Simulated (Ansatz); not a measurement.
# NaMnCl3 (R-3): one cell, many starting occupations (series 2), part 3 of 3

Aim: start the open shells of NaMnCl3 (R-3) from different occupation matrices at one fixed cell, and see in which states the SCF ends. Cell and atoms stay fixed.

Ansatz 0.2.0; DFT r²SCAN+U (U = 2 eV, J = 0.9 eV on Mn d), plane waves, PAW. The steps go on from the part before.

## (4) Random orbitals: fully mixed, one electron more

input.yaml reads:

```yaml
crystal:
  lattice:
    - [3.29550161, 1.90265874, 6.20900035]
    - [-3.29550161, 1.90265874, 6.20900035]
    - [0.0, -3.80531748, 6.20900035]
  atoms:
    - { symbol: Na, position: [0.8551, 0.8551, 0.8551] }
    - { symbol: Na, position: [0.1449, 0.1449, 0.1449] }
    - { symbol: Mn, position: [0.6593, 0.6593, 0.6593], spin: 4.0 }
    - { symbol: Mn, position: [0.3407, 0.3407, 0.3407], spin: 4.0 }
    - { symbol: Cl, position: [0.9328, 0.2831, 0.551] }
    - { symbol: Cl, position: [0.2831, 0.551, 0.9328] }
    - { symbol: Cl, position: [0.551, 0.9328, 0.2831] }
    - { symbol: Cl, position: [0.0672, 0.7169, 0.449] }
    - { symbol: Cl, position: [0.7169, 0.449, 0.0672] }
    - { symbol: Cl, position: [0.449, 0.0672, 0.7169] }
basis:
  ecutwfc: 500
  ecutrho_ratio: 4
kpoints:
  mp_grid: { grid: [4, 4, 4] }
hamiltonian:
  xc: r2scan
  hubbard:
    sites:
      - { site: 2, l: d, u: 2.0, j: 0.9, starting_ns: [{ spin: up, occupation_matrix: s2up }, { spin: down, occupation_matrix: s2down }] }
      - { site: 3, l: d, u: 2.0, j: 0.9, starting_ns: [{ spin: up, occupation_matrix: s3up }, { spin: down, occupation_matrix: s3down }] }
    occupation_matrices:
      s2up:
        matrix:
          - [0.97, 0.0, 0.0, 0.0, 0.0]
          - [0.0, 0.97, 0.0, 0.0, 0.0]
          - [0.0, 0.0, 0.97, 0.0, 0.0]
          - [0.0, 0.0, 0.0, 0.97, 0.0]
          - [0.0, 0.0, 0.0, 0.0, 0.97]
      s2down:
        matrix:
          - [0.06615, -0.11538, -0.03147, 0.06293, 0.15314]
          - [-0.11538, 0.30844, 0.07867, -0.15733, -0.38284]
          - [-0.03147, 0.07867, 0.04145, -0.04291, -0.10441]
          - [0.06293, -0.15733, -0.04291, 0.10582, 0.20882]
          - [0.15314, -0.38284, -0.10441, 0.20882, 0.52814]
      s3up:
        matrix:
          - [0.97, 0.0, 0.0, 0.0, 0.0]
          - [0.0, 0.97, 0.0, 0.0, 0.0]
          - [0.0, 0.0, 0.97, 0.0, 0.0]
          - [0.0, 0.0, 0.0, 0.97, 0.0]
          - [0.0, 0.0, 0.0, 0.0, 0.97]
      s3down:
        matrix:
          - [0.06615, -0.11538, -0.03147, 0.06293, 0.15314]
          - [-0.11538, 0.30844, 0.07867, -0.15733, -0.38284]
          - [-0.03147, 0.07867, 0.04145, -0.04291, -0.10441]
          - [0.06293, -0.15733, -0.04291, 0.10582, 0.20882]
          - [0.15314, -0.38284, -0.10441, 0.20882, 0.52814]
    ns_hold: { iters: 12 }
scf:
  occupations: { method: gaussian, width: 0.05 }
  lower_state_search: "off"
  max_iter: 150
output:
  forces: true
  stress: true
  eigenvalues: true
  populations: true
  hubbard: { sites: [{ site: 2, l: d }, { site: 3, l: d }] }
magnetization:
  spin_polarized: true
```

The typed matrices put 0.97 on the chosen orbitals and 0.02 on the others, and are held for 12 cycles.

Command:

```
$ ansatz run input.yaml --threads 8 --pin off --max-ram 12288MiB --backend cpu --events-out ev --progress --plain --runs-dir out
```

The log of the run:

```text
Warning: crystal.symmetry: narrowed to the stabiliser of the occupation matrices — unitary ops 6 → 2; lowered by the specified shells (site 2, l: d), (site 3, l: d); largest admitted image defect 4.4e-16, smallest excluded 5.0e-1 — at a splitting's scale: the group the occupation matrices' own texture admits
Warning: RAYON_NUM_THREADS=8 ignored (pool sized by the plan → 8); use --threads N
Na: projections on atomic orbitals take those of the free atom [He] 2s2 2p6 3s1, of charge +0.00 (hamiltonian.pseudopotentials.projection_atoms); the dataset's partial waves leave at most 1.8e-8 of an orbital's norm unspanned inside its sphere
Mn: projections on atomic orbitals take those of the free atom [Ne] 3s2 3p6 3d5 4s2, of charge +0.00 (hamiltonian.pseudopotentials.projection_atoms); the dataset's partial waves leave at most 9.0e-7 of an orbital's norm unspanned inside its sphere
Cl: projections on atomic orbitals take those of the free atom [Ne] 3s2 3p5, of charge +0.00 (hamiltonian.pseudopotentials.projection_atoms); the dataset's partial waves leave at most 2.1e-7 of an orbital's norm unspanned inside its sphere
Engine: ansatz 0.2.0, aarch64-unknown-linux-gnu
Pseudopotentials: kind: paw
Pseudopotential: Na, paw, valence charge 9, recommended cutoff 500 eV (meta_gga), Na.paw.azcp
Pseudopotential: Mn, paw, valence charge 15, recommended cutoff 500 eV (meta_gga), Mn.paw.azcp
Pseudopotential: Cl, paw, valence charge 7, recommended cutoff 500 eV (meta_gga), Cl.paw.azcp
Functional definition: r2SCAN
  parameter k0 = 0.174
  parameter k1 = 0.065
  parameter a1 = 4.9479
  exchange = r2scan_x(k0 = k0, k1 = k1, a1 = a1)
  correlation = r2scan_c
Crystal: 10 atoms, lattice volume = 233.591 Å³
Basis set: ecut = 500 eV, 5909 PW (Γ), exchange–correlation on 216×216×216 points (64 copies of the dense FFT grid, shifted against one another)
Bands: 59, of which v1, the nominal top of the filled ones, is band 45 counted from 1 (44 counted from 0)
Symmetry: 2 space group operations
k-points: 36 of 64
Non-local potential: Na, projectors of the file, l = 0: 3, l = 1: 2, l = 2: 1
Non-local potential: Mn, projectors of the file, l = 0: 3, l = 1: 2, l = 2: 3, l = 3: 1
Non-local potential: Cl, projectors of the file, l = 0: 2, l = 1: 2, l = 2: 2
PAW form: soft (Blöchl's): semilocal exchange-correlation on the pseudo side does not see the compensation charge
PAW frozen core: Na, regenerated for the run's functional (the file was generated under x = pbe(κ = 0.804, μ = 0.2195149727645171), c = pbe(β = 0.06672455060314922))
PAW frozen core: Mn, regenerated for the run's functional (the file was generated under x = pbe(κ = 0.804, μ = 0.2195149727645171), c = pbe(β = 0.06672455060314922))
PAW frozen core: Cl, regenerated for the run's functional (the file was generated under x = pbe(κ = 0.804, μ = 0.2195149727645171), c = pbe(β = 0.06672455060314922))
PAW one-centre angular grid: Na, 302 points (default); XC on 339 of its mesh's 2595 points in the sphere
PAW one-centre angular grid: Mn, 590 points (default); XC on 160 Gauss nodes
PAW one-centre angular grid: Cl, 302 points (default); XC on 160 Gauss nodes
Initial density: superposition of atomic densities (chi_scale 0.1, normalization cell, long waves kept (reshape's long-wave potential 0.01 eV rms))
Starting moments: Σ|m| = 8 μB on 2 of 10 sites
Initial wavefunctions: pseudopotential atomic-orbital guess
Functional: x = r2scan, c = r2scan; τ floored in thin density (d = 2e-4 eV/Å³)
SCF iter   1: F=—  HF=-17318.542452 eV  |F-HF|=—  |Δ(HF+E_count)|=         —  Δρ=2.48e-1 (↑8.80e-2 ↓2.48e-1)  dr2=3.25e2  dr2_τ=1.24e0  dr2_m=1.52e1  M=3.026 μB ∫|m|=3.192 μB  β_m=0.30  ethr=3.10e-3  ⟨swp⟩=7.2  Hψ=16775  notcnv=0  defer=63
preconditioner: auto → Kerker (q_TF=auto, 2.327 Å⁻¹)  [metal: Δε(μ)=0.001 eV  Ē_g=10.357 eV  σ=0.050 eV  W_gap=0.01  n_scr=58 (ndim 8)  ℏωp=18.5 eV  f_vac=0.035  D(μ)=20.01/eV (n_scr^D=228)]
spin=Collinear: Kerker preconditioning applied to the charge; magnetization (m = ρ↑ − ρ↓) channel mixes plain (no charge-response kernel on spin).
SCF iter   2: F=—  HF=-17301.901508 eV  |F-HF|=—  |Δ(HF+E_count)|=    1.66e1  Δρ=7.97e-2 (↑3.22e-2 ↓7.97e-2)  dr2=1.04e1  dr2_τ=9.23e-1  dr2_m=4.23e0  M=10.000 μB ∫|m|=10.000 μB  β_m=1.00  ethr=3.10e-3  ⟨swp⟩=4.6  Hψ=10607  notcnv=0  defer=334  κ⁻¹=1.0e0(r=1)
preconditioner: auto → Resta (q_TF=auto, 2.327 Å⁻¹)  ε∞=3.6  [insulator: Δε(μ)=0.998 eV  Ē_g=11.462 eV  σ=0.050 eV  W_gap=1.00  n_scr=58 (ndim 8)  ℏωp=18.5 eV  f_vac=0.026  D(μ)=0.00/eV (n_scr^D=0)  ε∞_Penn≈3.6]
spin=Collinear: Resta preconditioning applied to the charge; magnetization (m = ρ↑ − ρ↓) channel mixes plain (no charge-response kernel on spin).
SCF iter   3: F=—  HF=-17298.939665 eV  |F-HF|=—  |Δ(HF+E_count)|=    2.96e0  Δρ=2.70e-2 (↑1.86e-2 ↓2.70e-2)  dr2=3.58e0  dr2_τ=9.39e-2  dr2_m=6.84e-2  M=10.000 μB ∫|m|=10.005 μB  β_m=1.00  ethr=3.10e-3  ⟨swp⟩=3.2  Hψ=9299  notcnv=0  defer=408  κ⁻¹=1.1e-3(r=2)
SCF iter   4: F=—  HF=-17300.942908 eV  |F-HF|=—  |Δ(HF+E_count)|=    2.00e0  Δρ=1.07e-2 (↑1.07e-2 ↓7.57e-3)  dr2=3.54e-1  dr2_τ=1.13e-2  dr2_m=1.26e-1  M=10.000 μB ∫|m|=10.011 μB  β_m=1.20  ethr=3.10e-3  ⟨swp⟩=3.5  Hψ=8996  notcnv=0  defer=426
Mixer restart at iter 4: flushing history
spin-set hold released at iteration 4 (site moments contracting): the magnetisation degrees of freedom join the quasi-Newton model from the next iteration; the mixer history was flushed
SCF iter   5: F=—  HF=-17301.653635 eV  |F-HF|=—  |Δ(HF+E_count)|=   7.11e-1  Δρ=4.01e-3 (↑3.76e-3 ↓4.01e-3)  dr2=2.12e-1  dr2_τ=1.67e-3  dr2_m=1.56e-3  M=10.000 μB ∫|m|=10.014 μB  β_m=1.20  ethr=3.93e-4  ⟨swp⟩=2.5  Hψ=6645  notcnv=0  defer=426  κ⁻¹=1.0e0(r=1)
SCF iter   6: F=—  HF=-17302.609213 eV  |F-HF|=—  |Δ(HF+E_count)|=   9.56e-1  Δρ=2.87e-3 (↑2.85e-3 ↓2.87e-3)  dr2=1.21e-1  dr2_τ=4.12e-4  dr2_m=1.36e-3  M=10.000 μB ∫|m|=10.016 μB  β_m=1.20  ethr=2.35e-4  ⟨swp⟩=2.8  Hψ=8036  notcnv=0  defer=426  κ⁻¹=1.1e-1(r=2)
SCF iter   7: F=—  HF=-17303.186120 eV  |F-HF|=—  |Δ(HF+E_count)|=   5.77e-1  Δρ=1.06e-3 (↑1.06e-3 ↓9.31e-4)  dr2=1.08e-2  dr2_τ=1.64e-4  dr2_m=7.56e-5  M=10.000 μB ∫|m|=10.017 μB  β_m=1.20  ethr=1.35e-4  ⟨swp⟩=3.1  Hψ=8189  notcnv=0  defer=426  κ⁻¹=1.7e-2(r=3)
SCF iter   8: F=—  HF=-17303.162120 eV  |F-HF|=—  |Δ(HF+E_count)|=   2.40e-2  Δρ=5.72e-4 (↑5.72e-4 ↓5.69e-4)  dr2=2.11e-3  dr2_τ=7.09e-5  dr2_m=5.84e-5  M=10.000 μB ∫|m|=10.016 μB  β_m=1.20  ethr=1.20e-5  ⟨swp⟩=2.0  Hψ=7351  notcnv=0  defer=426  κ⁻¹=4.0e-3(r=4)
SCF iter   9: F=—  HF=-17303.184222 eV  |F-HF|=—  |Δ(HF+E_count)|=   2.21e-2  Δρ=3.52e-4 (↑3.34e-4 ↓3.52e-4)  dr2=9.35e-4  dr2_τ=2.16e-5  dr2_m=1.28e-5  M=10.000 μB ∫|m|=10.016 μB  β_m=1.20  ethr=2.35e-6  ⟨swp⟩=2.3  Hψ=6075  notcnv=0  defer=426  κ⁻¹=1.2e-3(r=5)
[... 4 lines left out ...]
Mixer restart at iter 13: flushing history
SCF iter  14: F=-17304.105323 eV  HF=-17303.195204 eV  |F-HF|=9.10e-1  |Δ(HF+E_count)|=         —  Δρ=1.50e-5 (↑1.50e-5 ↓1.36e-5)  dr2=1.36e-6  dr2_τ=2.84e-8  dr2_m=1.16e-8  M=10.000 μB ∫|m|=10.016 μB  β_m=1.20  ethr=1.50e-9  ⟨swp⟩=1.0  Hψ=3822  notcnv=0  defer=426
SCF iter  15: F=-17304.118600 eV  HF=-17303.661728 eV  |F-HF|=4.57e-1  |Δ(HF+E_count)|=   4.67e-1  Δρ=2.85e-4 (↑1.60e-5 ↓2.85e-4)  dr2=2.20e-4  dr2_τ=2.44e-6  dr2_m=4.45e-5  M=10.000 μB ∫|m|=10.016 μB  β_m=1.20  ethr=1.50e-9  ⟨swp⟩=4.1  Hψ=10503  notcnv=0  defer=426  κ⁻¹=1.0e0(r=1)
SCF iter  16: F=-17304.131851 eV  HF=-17304.131540 eV  |F-HF|=3.11e-4  |Δ(HF+E_count)|=   4.70e-1  Δρ=3.00e-4 (↑3.00e-4 ↓2.36e-4)  dr2=3.97e-4  dr2_τ=3.39e-6  dr2_m=3.15e-5  M=10.000 μB ∫|m|=10.014 μB  β_m=1.20  ethr=1.50e-9  ⟨swp⟩=5.5  Hψ=16449  notcnv=0  defer=424  κ⁻¹=5.1e-4(r=2)
SCF iter  17: F=-17304.131981 eV  HF=-17304.131851 eV  |F-HF|=1.31e-4  |Δ(HF+E_count)|=   3.10e-4  Δρ=1.83e-4 (↑1.72e-4 ↓1.83e-4)  dr2=1.42e-4  dr2_τ=7.08e-7  dr2_m=9.77e-6  M=10.000 μB ∫|m|=10.014 μB  β_m=1.20  ethr=1.50e-9  ⟨swp⟩=3.0  Hψ=10597  notcnv=0  defer=424  κ⁻¹=3.0e-4(r=3)
SCF iter  18: F=-17304.132016 eV  HF=-17304.131961 eV  |F-HF|=5.48e-5  |Δ(HF+E_count)|=   1.11e-4  Δρ=9.91e-5 (↑9.11e-5 ↓9.91e-5)  dr2=4.09e-5  dr2_τ=5.89e-7  dr2_m=3.87e-7  M=10.000 μB ∫|m|=10.014 μB  β_m=1.20  ethr=1.50e-9  ⟨swp⟩=3.0  Hψ=8872  notcnv=0  defer=424  κ⁻¹=4.3e-5(r=4)
SCF iter  19: F=-17304.132025 eV  HF=-17304.132022 eV  |F-HF|=2.29e-6  |Δ(HF+E_count)|=   6.13e-5  Δρ=2.82e-5 (↑2.65e-5 ↓2.82e-5)  dr2=4.62e-6  dr2_τ=6.23e-8  dr2_m=1.90e-7  M=10.000 μB ∫|m|=10.014 μB  β_m=1.20  ethr=1.50e-9  ⟨swp⟩=3.1  Hψ=8986  notcnv=0  defer=424  κ⁻¹=6.1e-6(r=5)
SCF iter  20: F=-17304.132026 eV  HF=-17304.132025 eV  |F-HF|=7.62e-7  |Δ(HF+E_count)|=   2.27e-6  Δρ=1.25e-5 (↑1.25e-5 ↓1.21e-5)  dr2=1.15e-6  dr2_τ=1.81e-8  dr2_m=1.00e-8  M=10.000 μB ∫|m|=10.014 μB  β_m=1.20  ethr=1.50e-9  ⟨swp⟩=2.0  Hψ=7064  notcnv=0  defer=424  κ⁻¹=8.3e-7(r=6)
SCF iter  21: F=-17304.132026 eV  HF=-17304.132026 eV  |F-HF|=1.75e-7  |Δ(HF+E_count)|=   8.06e-7  Δρ=5.04e-6 (↑5.04e-6 ↓4.86e-6)  dr2=1.61e-7  dr2_τ=3.59e-9  dr2_m=3.12e-9  M=10.000 μB ∫|m|=10.014 μB  β_m=1.20  ethr=1.28e-9  ⟨swp⟩=2.0  Hψ=6152  notcnv=0  defer=424  κ⁻¹=1.3e-7(r=7)
SCF iter  22: F=-17304.132026 eV  HF=-17304.132026 eV  |F-HF|=3.23e-8  |Δ(HF+E_count)|=   1.65e-7  Δρ=2.68e-6 (↑2.59e-6 ↓2.68e-6)  dr2=5.58e-8  dr2_τ=5.72e-10  dr2_m=2.72e-10  M=10.000 μB ∫|m|=10.014 μB  ethr=1.11e-10  ⟨swp⟩=14.3  Hψ=21317  notcnv=0
WARN: hamiltonian.hubbard: on 2 of 4 specified blocks the occupation matrix of this SCF's result fails the test of the specified filling. At site 2 ↓ (sites count from 0 in the list of atoms of the cell that this SCF solves) the least filled combination of the orbitals specified full has occupation 0.048, and the fullest combination of the orbitals specified empty has occupation 0.096; the filling counts as kept where the first is at least 0.75 and exceeds the second by more than 0.25. The same holds at site 3 ↓. The state of this SCF's result may not hold the specified filling, though these bounds can also misjudge a state that does. This warning does not say which state is lower in energy, or whether the specified filling is a self-consistent state at all; see hamiltonian.hubbard.sites[].starting_ns, Limitations, and scf.initial_density.shell_occupations in the input reference
SCF 1 converged in 22 iterations: F = -17304.132026 eV  dr2 = 5.58e-8
this state was not tested for a lower state beside it, because the mixer in use, unlike msr1, does not test its closes by its own steps (another_mixer; see scf.mixing.algorithm and scf.lower_state_search)
SCF converged after 22 iterations
Magnetization: 10.0000 μB (50.0000 up, 40.0000 down)
Absolute magnetization: 10.0143 μB (∫|ρ↑−ρ↓|, with the PAW one-centre terms)
Spin contamination: 0.0144 ħ² per cell (⟨S²⟩ above its minimum at these occupations)
Per-site moments (μB) at R_I (Å): [(0.0036762269749640868, 1.1214574934282253), (0.0036762269749642993, 1.121457493428225), (4.482623491474672, 1.039269110847328), (4.482623491474672, 1.039269110847328), (0.0527675685041914, 1.0392691108473282), (0.052769256242102845, 1.0392691108473282), (0.05276774964543495, 1.039269110847328), (0.0527675685041913, 1.039269110847328), (0.05276925624210279, 1.0392691108473282), (0.05276774964543451, 1.039269110847328)]
Free energy (F): -17304.132026 eV
Harris-Foulkes:  -17304.132026 eV  (|F-HF|=3.23e-8)
Internal energy: -17304.132026 eV  (E = F + TS)
E sigma→0 (E₀):  -17304.132026 eV
Fermi energy:    4.980334 eV
--- Per-component energies (eV) ---
  E_band       = -1409.441173
  E_kinetic    = 1804.059131
  E_local      = -10194.826098  (includes V_loc(G=0)·N_el)
  E_nonlocal   = 916.608747
  E_hartree    = 3983.043006
  E_xc         = -911.889525
  E_vxc        = -1232.550793  (∫ρ·V_xc dr)
  E_hubbard    = 0.278250  (on-site DFT+U / exact-exchange correction)
  E_vhub       = -5.215893  (the Hubbard potential's part of the band-sum identity)
  E_paw        = -7175.212197  (= ΣΔE_a)
  E_vpaw       = -737.438954  (= ΣTr[D̂ρ^β])
  E_aug_tail   = 0.000214  (compensation charges beyond the density's cutoff)
  E_vtau       = 73.840341  (kinetic-family band-sum trace: ∫τ·v_τ [+ j·A + Jᵃ·Aᵃ] dr)
  E_ewald      = -5724.756492
  E_core_change = -1.437062  (= ΣΔE_core)
  E_smearing   = -0.000000  (= −TS)
  E_closure    = -0.000000  (closes the sum)
  Σ components = -17304.132026   (vs F -17304.132026, Δ=0.00e0)
--- DFT+U+J on-site energies (Liechtenstein; fll double counting; per corrected site; eV) ---
  site 2 (l=d): U=2.0000  J=0.9000  Tr N=5.2476  E_int=13.577157  E_dc=13.438032  E_U=0.139125
  site 3 (l=d): U=2.0000  J=0.9000  Tr N=5.2476  E_int=13.577157  E_dc=13.438032  E_U=0.139125
--- Specified on-site occupations, and those of the state reported ---
  electrons in the specified blocks: 11.8000 specified, 10.4953 found
  site 2 (l=d) ↓: largest change of an orbital's occupation 0.9228; electrons 1.0500 specified, 0.2627 found; spectral distance 0.8776
  site 3 (l=d) ↓: largest change of an orbital's occupation 0.9228; electrons 1.0500 specified, 0.2627 found; spectral distance 0.8776
  site 2 (l=d) ↑: largest change of an orbital's occupation 0.0282; electrons 4.8500 specified, 4.9850 found; spectral distance 0.0604
  site 3 (l=d) ↑: largest change of an orbital's occupation 0.0282; electrons 4.8500 specified, 4.9850 found; spectral distance 0.0604
--- Forces (eV/Å), atoms counted from 1 ---
  atom   1  Na    -0.00006069     0.00003479    -0.06358220
  atom   2  Na     0.00006069    -0.00003479     0.06358220
  atom   3  Mn     0.00002053     0.00003003     0.03081248
  atom   4  Mn    -0.00002053    -0.00003003    -0.03081248
  atom   5  Cl     0.01301767     0.01948223    -0.00820040
  atom   6  Cl     0.01038007    -0.02101684    -0.00819825
  atom   7  Cl    -0.02338070     0.00152056    -0.00821191
  atom   8  Cl    -0.01301767    -0.01948223     0.00820040
  atom   9  Cl    -0.01038007     0.02101684     0.00819825
  atom  10  Cl     0.02338070    -0.00152056     0.00821191
  max |Σ_I F_I| component: 3.47e-18 eV/Å
--- Stress (GPa, compression-positive) ---
        0.068177       0.000045      -0.000067
        0.000052       0.068126      -0.000103
       -0.000061      -0.000108      -0.102974
  P = ⅓ Tr σ = 0.0111 GPa (0.111 kbar)
--- Band table (eV; the first three rows and the last of 72) ---
  k-point 0 ↑: bands = ["-81.0611", "-81.0610", "-49.4609", "-49.4604", "-48.5518", "-48.5514", "-48.5491", "-48.5491", "-48.5474", "-48.5474", "-19.8850", "-19.8850", "-19.8808", "-19.8762", "-19.8749", "-19.8749", "-12.2553", "-11.6682", "-11.6303", "-11.6303", "-11.5438", "-11.5438", "-1.6085", "-1.5328", "-1.0329", "-1.0328", "-0.8777", "-0.8777", "-0.8185", "-0.8184", "-0.4821", "-0.2978", "-0.2978", "0.0823", "0.5113", "0.6680", "0.6680", "0.7749", "0.9009", "0.9009", "1.1880", "1.4813", "1.4813", "1.5611", "1.6301", "1.6301", "2.5745", "2.5746", "2.8434", "2.8434", "7.3128", "9.2447", "9.6091", "10.8829", "10.8829", "10.9698", "11.2484", "11.2484", "11.9631"]
[... 3 lines left out ...]
Occupation matrices written to <dir>
--- Löwdin populations: 10 sites ---
  site symbol       q [e]    m [muB]
     0     Na      8.2890     0.0050
     1     Na      8.2890     0.0050
     2     Mn     13.7220     4.7490
     3     Mn     13.7220     4.7490
     4     Cl      7.6115     0.0732
     5     Cl      7.6115     0.0732
     6     Cl      7.6115     0.0732
     7     Cl      7.6115     0.0732
     8     Cl      7.6115     0.0732
     9     Cl      7.6115     0.0732
  spilling = 0.003432 (of n_electrons = 90.000000)
--- Occupation matrices: 2 shells (run DFT+U table (all-electron-ortho-atomic); ε = 1.16e-2) ---
  Mn2 d_3D: site group C3 (3)
  Mn2 d_3D up     Tr n = 4.9850  λ = 0.995 0.995 0.998 0.998 0.998  [5× z2 0.20 E(0.80)]
  Mn2 d_3D dn     Tr n = 0.2627  λ = 0.023 0.024 0.024 0.096 0.096  [3× z2 0.33 E(0.67) | 2× yz 0.33 E(1.00)]
  specified occupation → Mn2 d_3D up: matrix, ‖Δ‖_F = 0.0604, Tr Δ = -0.1350, displaced = 0.0675, d_λ = 0.0604; orbital distance = 0.0000
  specified occupation → Mn2 d_3D dn: matrix, ‖Δ‖_F = 0.9274, Tr Δ = +0.7873, displaced = 0.5292, d_λ = 0.8776; orbital distance = 1.0776
  Mn3 d_3D: site group C3 (3)
  Mn3 d_3D up     Tr n = 4.9850  λ = 0.995 0.995 0.998 0.998 0.998  [5× z2 0.20 E(0.80)]
  Mn3 d_3D dn     Tr n = 0.2627  λ = 0.023 0.024 0.024 0.096 0.096  [3× z2 0.33 E(0.67) | 2× yz 0.33 E(1.00)]
  specified occupation → Mn3 d_3D up: matrix, ‖Δ‖_F = 0.0604, Tr Δ = -0.1350, displaced = 0.0675, d_λ = 0.0604; orbital distance = 0.0000
  specified occupation → Mn3 d_3D dn: matrix, ‖Δ‖_F = 0.9274, Tr Δ = +0.7873, displaced = 0.5292, d_λ = 0.8776; orbital distance = 1.0776
  Tr n, λ and their labels are of the run-group-symmetrised matrices; stabiliser: 6 of 12 elements of G0×{1,Θ} (closed), max defect 2.2e-6 at τ = 2.5e-3
```

It took 43 s on 8 threads of Arm Neoverse V2, shared host; peak memory 2.4 GiB.

Result: a gap on the mesh of 4.19 eV, pressure 0.0 GPa, moments in spheres Mn 4.48; Cl 0.05 μB, largest force component 0.06 eV/Å, 2 symmetry operations imposed. The program reports that the typed filling wasn't kept.

The shells' filling, with natural orbitals sorted by occupation:

```csv
shell,channel,electrons,over 0.8,0.2 to 0.8,under 0.2
Mn 3d (atom 3),up,4.98,5,0,0
Mn 3d (atom 3),down,0.26,0,0,5
```

## (5) Results

The summary covers parts 1 to 3.

Energies count from the lowest free state and have the smearing extrapolated to zero.

| start | energy (meV/atom) | gap (eV) | pressure (GPa) | largest moment (μB) | SCF cycles | time |
| --- | --- | --- | --- | --- | --- | --- |
| random orbitals: single harmonics, first filling (earlier series) | 0.0 | 4.19 | 0.0 | 4.48 | 21 | 18 s |
| from atoms, default search | 0.0 | 4.19 | 0.0 | 4.48 | 16 | 15 s |
| random orbitals: fully mixed, one electron more | 0.0 | 4.19 | 0.0 | 4.48 | 22 | 43 s |
| random orbitals: fully mixed, first filling | 0.0 | 4.19 | 0.0 | 4.48 | 15 | 14 s |

The 4 free runs end within about 1 meV/atom of each other. The run with the program's default settings reaches the lowest one found. The lowest state found need not be the ground state, and the geometry wasn't relaxed for any of them.
